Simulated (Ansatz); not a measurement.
# CH5AlSSi: molecular dynamics

Purpose: to follow the molecule's vibrations and see whether its bonds hold. The start is relaxed first. Runs: 283 steps of 0.5 fs at constant energy, with velocities drawn for 1500 K. SMILES of the start: C=[SiH][AlH][SH].

Method: UKS r2SCANh/6-31G, in Ansatz 0.2.0.

## Step 1: Starting point

Bond lengths: C1–Si2 1.767 Å, Si2–Al3 2.403 Å, Al3–S4 2.201 Å, C1–H5 1.078 Å, C1–H6 1.077 Å, Si2–H7 1.485 Å, Al3–H8 1.574 Å, S4–H9 1.336 Å. Angles: C1–Si2–Al3 123.9°, C1–Si2–H7 115.9°, Al3–Si2–H7 120.0°, Si2–C1–H5 121.5°, Si2–C1–H6 123.9°, H5–C1–H6 114.5°, Si2–Al3–S4 131.9°, Si2–Al3–H8 121.6°, S4–Al3–H8 106.4°, Al3–S4–H9 86.9°.

Structure file:

```xyz
9

C    -0.3704    1.5297   -1.6636
Si    0.7518    0.3988   -0.8992
Al    0.2427   -0.8628    1.0821
S    -1.5532   -1.9777    1.6949
H    -1.3839    1.6410   -1.3134
H    -0.1372    2.1044   -2.5436
H     2.1153    0.3437   -1.4849
H     1.2732   -0.9931    2.2646
H    -0.9383   -2.1840    2.8631
```

## Step 2: Relaxing the start

input.yaml

```yaml
crystal:
  periodic: [false, false, false]
  atoms:
    - { symbol: C, position_ang: [-0.37041, 1.52972, -1.66362] }
    - { symbol: Si, position_ang: [0.75179, 0.39876, -0.8992] }
    - { symbol: Al, position_ang: [0.24265, -0.86284, 1.08207] }
    - { symbol: S, position_ang: [-1.5532, -1.97766, 1.69487] }
    - { symbol: H, position_ang: [-1.38389, 1.64103, -1.31344] }
    - { symbol: H, position_ang: [-0.13718, 2.10442, -2.54355] }
    - { symbol: H, position_ang: [2.11535, 0.34366, -1.48485] }
    - { symbol: H, position_ang: [1.27323, -0.99308, 2.26463] }
    - { symbol: H, position_ang: [-0.93834, -2.18401, 2.86308] }
magnetization:
  spin_polarized: true
basis:
  gaussian: { orbitals: "6-31G" }
hamiltonian:
  xc: r2scanh
relax:
  f_tol: 0.02
  max_steps: 40
```

Launch:

```bash
$ ansatz run input.yaml --threads 2 --pin off --max-ram 3072MiB --backend cpu --events-out ev --progress --plain --runs-dir out
```

The runs that follow: Dynamics.

What does the calculation give? Wanted: relaxation of the start; temperature, first and last step; temperature, second half; potential energy, second half; largest change of the total energy; bonds formed or broken.

The runs gave:

| quantity | value |
| --- | --- |
| relaxation of the start | 15 moves, 0.255 eV lower |
| length | 283 steps of 0.5 fs |
| temperature, first and last step | 1500 and 657 K |
| temperature, second half | mean 751 K, from 488 to 1124 K |
| potential energy, second half | +75 meV/atom from the start |
| largest change of the total energy | 0.33 meV/atom |
| bonds formed or broken | 0 |

What this shows: The temperature starts at 1500 K and averages 751 K in the second half, where it ranges from 488 to 1124 K; a mean near half the start is what vibrations about a minimum give, since they share energy equally between motion and strain. The total energy strays from its start by at most 0.33 meV/atom, 0.4 % of the mean kinetic energy, which is good for a step of 0.5 fs. The bonding pattern survives the run. Averages from a run of 142 fs with 9 atoms are rough. The nuclei move classically, without zero-point motion, which matters most for hydrogen. In so small a basis the energies are only a sketch.
